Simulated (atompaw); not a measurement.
# A PAW (atompaw) potential for iodine, from input to tests

Do these settings give a usable potential? It is generated, then checked for scattering, ghosts and hardness.

Program: atompaw 4.2.0.5. Reference atom: PBE, scalar-relativistic, spherical and spin-unpolarised. All values are calculated.

### 1 The design

The settings as typed:

```
element                 : iodine (I, Z = 53)
type                    : PAW
frozen core             : [Kr]
valence charge          : 17
reference configuration : 4d10 5s2 5p5
partial waves           : 5s (bound): rc 2.50 bohr; 5s channel at -0.05 Ry: rc 2.50 bohr; 5p (bound): rc 2.50 bohr; 5p channel at -0.05 Ry: rc 2.50 bohr; 4d (bound): rc 2.50 bohr; 4d channel at -0.6 Ry: rc 0.90 bohr
local potential         : ultrasoft scheme with l = 3 at 0 Ry, radius 2.05 bohr
core correction         : smooth core density matched at 1.60 bohr
augmentation charge     : sinc compensation charge, radius 1.90 bohr; PAW radius 2.50 bohr; waves and projectors: custom polynom2 7 10 vanderbiltortho
```

An earlier all-electron run gives the scale for the radii.

All-electron outer shells of the reference configuration (PBE, scalar-relativistic, ld1.x):

| shell | level (eV) | outermost node (bohr) | outermost maximum (bohr) |
| --- | --- | --- | --- |
| 4s | -180.60 | 0.37 | 0.68 |
| 4p | -127.57 | 0.37 | 0.72 |
| 4d | -50.28 | 0.35 | 0.78 |
| 5s | -17.41 | 0.88 | 1.70 |
| 5p | -7.09 | 0.96 | 2.02 |

### 2 The generation run

Contents of I.input:

```
I 53
GGA-PBE scalarrelativistic loggrid 1500 logderivrange -6 5 276
5 5 4 0 0 0
5 1 5
0 0 0
c
c
c
c
v
c
c
c
v
c
v
2
2.50 1.90 2.05 1.60
y
-0.05
n
y
-0.05
n
y
-0.6
n
custom polynom2 7 10 vanderbiltortho sinc
3 0 ultrasoft
2.50
2.50
2.50
2.50
2.50
0.90
PWSCFOUT
UPFDX 0.0125d0 UPFXMIN -7.d0 UPFZMESH 53.d0
END
```

The run is started by

```console
atompaw < I.input > I.log
```

**Question.** What will these runs give? Wanted: cutoffs for 10 and 1 mRy, occupied levels; bound ghosts; largest phase difference near zero energy, channels read; lowest eigenvalue of the overlap; share of valence orbitals outside the PAW sphere; UPF file.

The runs gave:

```
                                                quantity                     value
               cutoffs for 10 and 1 mRy, occupied levels           30 Ry and 70 Ry
                                            bound ghosts                none found
largest phase difference near zero energy, channels read                 3.140 rad
         lowest eigenvalue of the overlap (Bessel basis)                 0.835 (s)
        share of valence orbitals outside the PAW sphere  5s 19 %, 5p 42 %, 4d 0 %
                                                UPF file                   written
```

The potential is soft on the atom at that tolerance: the looser tolerance needs 30 Ry. It is free of bound ghosts as far as tested. Near zero energy the largest phase difference among the channels read is 3.14 rad, in the s channel. A step near π is an extra or missing state, not a misfit of shape. The pseudo curves have poles with no partner nearby in the atom's: s at 0.30 Ry, d at 0.82 Ry. At positive energy that is a spurious or a displaced resonance. All of this concerns the isolated atom, not yet a solid.
